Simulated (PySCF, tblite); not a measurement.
# C₆H₁₄GeN₂: geometry, infrared bands and NMR shifts

Wanted: the infrared bands and NMR shifts of C₆H₁₄GeN₂ (`C=C[N]([GeH3])N(C)C1CC1`), by calculation.

Programs: tblite 0.8.0 and PySCF 2.14.0, with density-fitted response routines of our own. Each step states its level of theory. These are calculated values for one molecule in the gas phase, unless marked as measured. Atoms count from 0, in the outputs and in this text.

### 1 The starting structure

23 atoms, charge 0, multiplicity 1; geometry from: force field or distance geometry start.

Bonds of the start (Å): C0–C1 1.34, C1–N2 1.42, N2–Ge3 1.88, N2–N4 1.38, N4–C5 1.42, N4–C6 1.42, C6–C7 1.48, C7–C8 1.52, C8–C6 1.54, C0–H9 1.08, C0–H10 1.09, C1–H11 1.07, Ge3–H12 1.56, Ge3–H13 1.53, Ge3–H14 1.56, C5–H15 1.12, C5–H16 1.11, C5–H17 1.12, C6–H18 1.13, C7–H19 1.10, C7–H20 1.14, C8–H21 1.10, C8–H22 1.10.

### 2 Optimising the geometry with GFN2-xTB

Job settings and geometry (Å):

```
{"job": {"kind": "relax", "xc": "GFN2-xTB", "basis": "xTB"}, "charge": 0, "multiplicity": 1}
C      2.431800    -1.432400    -0.852100
C      1.166500    -1.010500    -0.931800
N      0.761400     0.046200    -0.070100
Ge     1.793800     1.612200    -0.076500
N     -0.381100    -0.129300     0.688800
C     -0.239900    -0.017300     2.095400
C     -1.608100     0.349700     0.147800
C     -1.957800     0.328400    -1.294700
C     -2.468200    -0.794600    -0.408100
H      3.117700    -0.975800    -0.160800
H      2.802700    -2.247900    -1.481100
H      0.508800    -1.504800    -1.621400
H      3.137500     1.348300     0.674200
H      1.105600     2.767700     0.663000
H      2.203300     1.988100    -1.532200
H     -0.975300    -0.690100     2.612500
H      0.754400    -0.323700     2.480700
H     -0.478200     1.008600     2.481100
H     -2.181000     1.101500     0.759800
H     -1.181500     0.138400    -2.050200
H     -2.810600     1.018500    -1.596000
H     -3.497700    -0.766800    -0.017800
H     -2.008800    -1.787200    -0.500500
```

Command:

```bash
$ OMP_NUM_THREADS=1 python probes_run.py task.json out
```

This one command runs all jobs of the session in turn.

**Question.** This job is followed by: GFN2-xTB harmonic vibrations, gas phase; GIAO PBE0/pcSseg-1 NMR shielding, non-relativistic, gas phase. Predict these results of the whole session: strongest single infrared mode (GFN2-xTB); zero-point energy (GFN2-xTB); ¹³C shifts against TMS (PBE0/pcSseg-1, means over atoms taken as alike); ¹H shifts against TMS (PBE0/pcSseg-1, means over atoms taken as alike); ¹⁵N shifts against NH3 (PBE0/pcSseg-1); ⁷³Ge shifts against GeMe4 (PBE0/pcSseg-1).

The runs gave:

| quantity | value |
| --- | --- |
| strongest single infrared mode (GFN2-xTB) | 2021 cm⁻¹, 479 km/mol |
| zero-point energy (GFN2-xTB) | 114.5 kcal/mol |
| ¹³C shifts against TMS (PBE0/pcSseg-1, means over atoms taken as alike) | 157.3, 79.2, 46.6, 41.0, 10.1 ppm |
| ¹H shifts against TMS (PBE0/pcSseg-1, means over atoms taken as alike) | 6.67, 4.40, 3.70, 3.66, 2.67, 2.01, 0.62, 0.47 ppm |
| ¹⁵N shifts against NH3 (PBE0/pcSseg-1) | 136.2, 122.0 ppm |
| ⁷³Ge shifts against GeMe4 (PBE0/pcSseg-1) | -219 ppm |

**Reading.** Relaxing lowered the energy by 0.990 eV in 162 steps; the close pair that moved most is Ge3–H12, from 1.562 to 1.499 Å. No mode is imaginary among the 63: a minimum at this level. The strongest single mode, at 2021 cm⁻¹, moves mainly H14 and H12. Unscaled tight-binding wavenumbers are off by several per cent, some by more. Its intensities can rank the bands wrongly. C1 (alkene carbon bearing nitrogen) lies farthest downfield among carbon, at 157.3 ppm; an sp2 carbon further deshielded by the attached heteroatom. The most deshielded hydrogen is H11 (hydrogen on an alkene carbon bearing nitrogen), at 6.67 ppm: olefinic region. At PBE0/pcSseg-1: The largest span, 256 ppm, is at Ge3, where the paramagnetic term is -1209 ppm. Spin-orbit coupling is left out, which matters for shieldings and couplings at and beside the heavy atoms.
